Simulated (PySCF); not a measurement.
# ZrS₂: singlet, from a linear start

Where does singlet ZrS₂ go from a linear start, is the end point a minimum, and what are its modes, charges and moments?

Program: PySCF 2.14.0. Level of theory: PBE0, basis Zr def2-TZVP with ECP28, S def2-TZVP, scalar-relativistic core potentials, no spin–orbit coupling, density fitting. These are calculated values, not measurements.

## Step 1: The system as given

3 atoms, charge 0, spin multiplicity 1.

Bond lengths: Zr1–S2 2.210 Å, Zr1–S3 2.210 Å. Angles: S2–Zr1–S3 180.0°.

```xyz
3
charge 0 multiplicity 1
Zr    0.0000    0.0000    0.0000
S     0.0000    0.0000    2.2100
S     0.0000    0.0000   -2.2100
```

## Step 2: Linear start, singlet: relaxation

The steps below are one call of a driver around PySCF. For each, scf.py gives the equivalent set-up of the SCF; relaxations use the driver's own optimiser. Before each start the driver seeks the lowest SCF state from one or more starting densities and follows internal instabilities, so scf.py alone need not reach the same state.

The program finds D∞h symmetry in the start, which this walk keeps. Threshold on the gradient: 0.0003 Eh/bohr, with a further test on the energy change.

Contents of scf.py:

```python
from pyscf import gto, scf, dft
mol = gto.M(atom='''
Zr     0.000000     0.000000     0.000000
S      0.000000     0.000000     2.210000
S      0.000000     0.000000    -2.210000''',
    basis={'Zr': 'def2-TZVP', 'S': 'def2-TZVP'},
    ecp={'Zr': 'def2-TZVP'},
    charge=0, spin=0)
mf = dft.RKS(mol, xc='PBE0')
mf.grids.atom_grid = (50, 194)
aux = {'Zr': 'def2-universal-JKFIT', 'S': 'def2-universal-JKFIT'}
mf = mf.density_fit(auxbasis=aux)
mf.kernel()
```

Energy and gradient, step by step:

```tsv
step	energy (Eh)	change (kJ/mol)	largest symmetric gradient (Eh/bohr)
0	-843.173706	0.00	0.03506
1	-843.177770	-10.67	0.00045
2	-843.177771	-10.67	0.00005
```

The walk took 16 s on 2 threads, shared host.

Geometry (Å) and forces (eV/Å) at some steps:

```
step 0
Zr   0.000   0.000   0.000   0.000   0.000   0.000
S    0.000   0.000   2.210   0.000   0.000   1.803
S    0.000   0.000  -2.210   0.000   0.000  -1.803
step 1
Zr   0.000   0.000   0.000   0.000   0.000   0.000
S    0.000   0.000   2.273   0.000   0.000   0.023
S    0.000   0.000  -2.273   0.000   0.000  -0.023
step 2
Zr   0.000   0.000   0.000   0.000   0.000   0.000
S    0.000   0.000   2.274   0.000   0.000   0.003
S    0.000   0.000  -2.274   0.000   0.000  -0.003
```

End point (D∞h, 2 steps, 10.7 kJ/mol gained): Zr–S 2.274 Å (×2); S–Zr–S 180.0°.

## Step 3: Is it a minimum? Harmonic modes

On the finer grid the gradient is checked again; gradients at displacements of ±0.01 bohr then give force constants and infrared intensities.

Edit scf.py of step 2 so:

```diff
@@ -3,3 +3,3 @@
-Zr     0.000000     0.000000     0.000000
-S      0.000000     0.000000     2.210000
-S      0.000000     0.000000    -2.210000''',
+Zr    -0.000000     0.000000    -0.000000
+S     -0.000000     0.000000     2.273612
+S      0.000000    -0.000000    -2.273612''',
@@ -10 +10 @@
-mf.grids.atom_grid = (50, 194)
+mf.grids.atom_grid = (75, 302)
```

This SCF starts from the last density.

SCF at the final geometry:

```text
init E= -843.177802640052
  HOMO = -0.24235990545626  LUMO = -0.152570458651386  gap/eV = 2.44330
cycle= 1 E= -843.177802640051  delta_E= 7.96e-13  |g|= 1.77e-06  |ddm|= 1.93e-06
  HOMO = -0.242359949991354  LUMO = -0.152570942479392  gap/eV = 2.44328
Extra cycle  E= -843.177802640046  delta_E= 5.23e-12  |g|= 4.69e-06  |ddm|= 4.78e-06
converged SCF energy = -843.177802640046
```

The whole step took 42 s.

Geometry: D∞h; Zr–S 2.274 Å (×2); S–Zr–S 180.0°.

Harmonic modes (main isotopes):

```json
{"symmetry": "πu", "ω (cm⁻¹)": "174i", "IR (km/mol)": "211", "type": "bend"}
{"symmetry": "σg+", "ω (cm⁻¹)": "462", "IR (km/mol)": "0.0", "type": "stretch"}
{"symmetry": "σu+", "ω (cm⁻¹)": "516", "IR (km/mol)": "344", "type": "stretch"}
```

With 2 modes imaginary (up to 174i cm⁻¹) this point is a saddle.

Constants and moments:

```yaml
Dipole_moment: 0.00 D
Highest_occupied_level: -6.59 eV
Lowest_empty_level: -4.15 eV
Rotational_constants: 0.051 cm⁻¹
Zero-point_energy_real_modes: 5.8 kJ/mol
Principal_polarisabilities: 74.0, 74.0, 156.0 bohr³
Atomisation_energy_without_zero-point_energy: 914 kJ/mol
Principal_traceless_quadrupole_moments_about_the_centre_of_mass: -28.44, 14.22, 14.22 D Å
```

Charges (e) and bond orders:

```csv
atom,Mulliken,Löwdin,polar tensor,Mayer order to Zr1
Zr1,1.09,0.19,2.55,–
"S2,3",-0.55,-0.09,-1.28,2.02
```

Outer orbital energies (eV). occupied: -18.34, -17.46, -9.05, -8.36, -8.36, -7.04, -7.04, -6.59; empty: -4.15, -4.04, -4.04, -1.91.

Mulliken populations on Zr1 (outside its core potential): s 2.16, p 6.55, d 2.14, f 0.05.

## Step 4: Leaving the saddle point

The start is the last point, displaced along its most imaginary mode.

The program finds C2v symmetry in the start, which this walk keeps.

Edit scf.py of step 3 so:

```diff
@@ -3,3 +3,3 @@
-Zr    -0.000000     0.000000    -0.000000
-S     -0.000000     0.000000     2.273612
-S      0.000000    -0.000000    -2.273612''',
+Zr     0.015365     0.083955    -0.000000
+S     -0.021602    -0.118040     2.273612
+S     -0.021602    -0.118040    -2.273612''',
@@ -10 +10 @@
-mf.grids.atom_grid = (75, 302)
+mf.grids.atom_grid = (50, 194)
```

Energy and gradient, step by step:

```tsv
step	energy (Eh)	change (kJ/mol)	largest symmetric gradient (Eh/bohr)
0	-843.180764	0.00	0.01383
1	-843.185516	-12.48	0.02061
2	-843.193758	-34.11	0.02099
3	-843.203282	-59.12	0.02299
4	-843.216839	-94.71	0.03889
5	-843.224959	-116.03	0.02252
6	-843.229394	-127.68	0.00254
7	-843.229477	-127.90	0.00147
8	-843.229504	-127.97	0.00020
9	-843.229504	-127.97	0.00002
```

The walk took 64 s.

End point (C2v, 9 steps, 128.0 kJ/mol gained): Zr–S 2.207 Å (×2); S–Zr–S 110.1°.

## Step 5: Is it a minimum? Harmonic modes

As before: finer grid, then central differences.

Edit scf.py of step 4 so:

```diff
@@ -3,3 +3,3 @@
-Zr     0.015365     0.083955    -0.000000
-S     -0.021602    -0.118040     2.273612
-S     -0.021602    -0.118040    -2.273612''',
+Zr     0.094716     0.517550    -0.000000
+S     -0.133110    -0.727342     1.807837
+S     -0.133110    -0.727342    -1.807837''',
@@ -10 +10 @@
-mf.grids.atom_grid = (50, 194)
+mf.grids.atom_grid = (75, 302)
```

SCF at the final geometry:

```text
init E= -843.229458758245
  HOMO = -0.233571264136306  LUMO = -0.121387930203444  gap/eV = 3.05266
cycle= 1 E= -843.229458757275  delta_E= 9.7e-10  |g|= 5.96e-05  |ddm|= 6.81e-05
  HOMO = -0.233576017228254  LUMO = -0.121378423344444  gap/eV = 3.05305
cycle= 2 E= -843.229458749045  delta_E= 8.23e-09  |g|= 0.000172  |ddm|= 0.000181
  HOMO = -0.23357262557452  LUMO = -0.121386734504848  gap/eV = 3.05273
cycle= 3 E= -843.229458758259  delta_E= -9.21e-09  |g|= 2.24e-05  |ddm|= 0.000135
  HOMO = -0.233572709361087  LUMO = -0.121385787117866  gap/eV = 3.05276
cycle= 4 E= -843.229458758426  delta_E= -1.67e-10  |g|= 2.37e-06  |ddm|= 1.91e-05
  HOMO = -0.233572597904762  LUMO = -0.121385791370118  gap/eV = 3.05276
cycle= 5 E= -843.229458758423  delta_E= 2.16e-12  |g|= 9.25e-08  |ddm|= 1.89e-06
  HOMO = -0.233572613104976  LUMO = -0.121385815467481  gap/eV = 3.05276
Extra cycle  E= -843.229458758429  delta_E= -5.12e-12  |g|= 1.81e-07  |ddm|= 2.21e-07
converged SCF energy = -843.229458758429
```

The whole step took 67 s.

Geometry: C2v; Zr–S 2.207 Å (×2); S–Zr–S 110.0°.

Harmonic modes (main isotopes):

```tsv
symmetry	ω (cm⁻¹)	IR (km/mol)
a1	157	1.5
b2	532	158
a1	537	11.4
```

No imaginary mode, so this is a minimum.

Properties at this point:

| Quantity | Value |
| --- | --- |
| Dipole moment | 7.14 D |
| Highest occupied level | -6.36 eV |
| Lowest empty level | -3.30 eV |
| Rotational constants | 0.2817, 0.08066, 0.06271 cm⁻¹ |
| Zero-point energy | 7.3 kJ/mol |
| Principal polarisabilities | 53.0, 70.0, 124.5 bohr³ |
| Atomisation energy without zero-point energy | 1050 kJ/mol |
| Principal traceless quadrupole moments about the centre of mass | -17.74, 8.58, 9.16 D Å |
| Entropy at 298.15 K and 1 bar | 292.5 J/(mol K) |
| Heat capacity Cp at 298.15 K | 51.0 J/(mol K) |
| Enthalpy at 298.15 K above 0 K | 12.62 kJ/mol |
| Rotational symmetry number | 2 |

Populations by atom (charges in e):

| atom | Mulliken | Löwdin | polar tensor | Mayer order to Zr1 |
| --- | --- | --- | --- | --- |
| Zr1 | 0.96 | -0.07 | 1.41 | – |
| S2,3 | -0.48 | 0.03 | -0.71 | 2.20 |

Outer orbital energies (eV). occupied: -17.71, -17.42, -8.17, -7.88, -7.57, -7.52, -7.31, -6.36; empty: -3.30, -2.57, -2.50, -1.37.

Mulliken populations on Zr1 (outside its core potential): s 2.24, p 6.23, d 2.53, f 0.04.

## Step 6: Stability of the closed shell

At the lowest minimum the closed shell is tested against spin polarisation, on the (50, 194) grid. It is stable.

## Step 7: All stationary points

| spin | group | bonds | imaginary modes (cm⁻¹) | ΔE (kJ/mol) | with zero-point energy |
| --- | --- | --- | --- | --- | --- |
| singlet | C2v | Zr–S 2.207 Å (×2) | none | 0.0 | 0.0 |
| singlet | D∞h | Zr–S 2.274 Å (×2) | 174i, 174i | 135.6 | – |

## Step 8: Outcome

| quantity | value |
| --- | --- |
| minimum | singlet, C2v |
| geometry | Zr–S 2.207 Å (×2); S–Zr–S 110.0° |
| wavenumbers (cm⁻¹) | 157 (a1), 532 (b2), 537 (a1) |
| dipole moment | 7.14 D |
| highest occupied, lowest empty level | -6.36, -3.30 eV |
| polar-tensor charge of Zr1 | +1.41 e |
| zero-point energy | 7.3 kJ/mol |
| entropy at 298.15 K | 292.5 J/(mol K) |
| atomisation energy (no zero-point energy) | 1050 kJ/mol |

What this shows: From D∞h at the start the molecule goes to a C2v minimum, after a stop at a second-order saddle point 135.6 kJ/mol higher, from which it was pushed off along an imaginary mode. The strongest infrared band lies at 532 cm⁻¹ (b2, stretch). With 7.1 D the molecule is strongly polar. Only this shape and spin were tried, so other structures or states may lie lower.

The search up to here took 3.5 min on 2 threads, shared host.
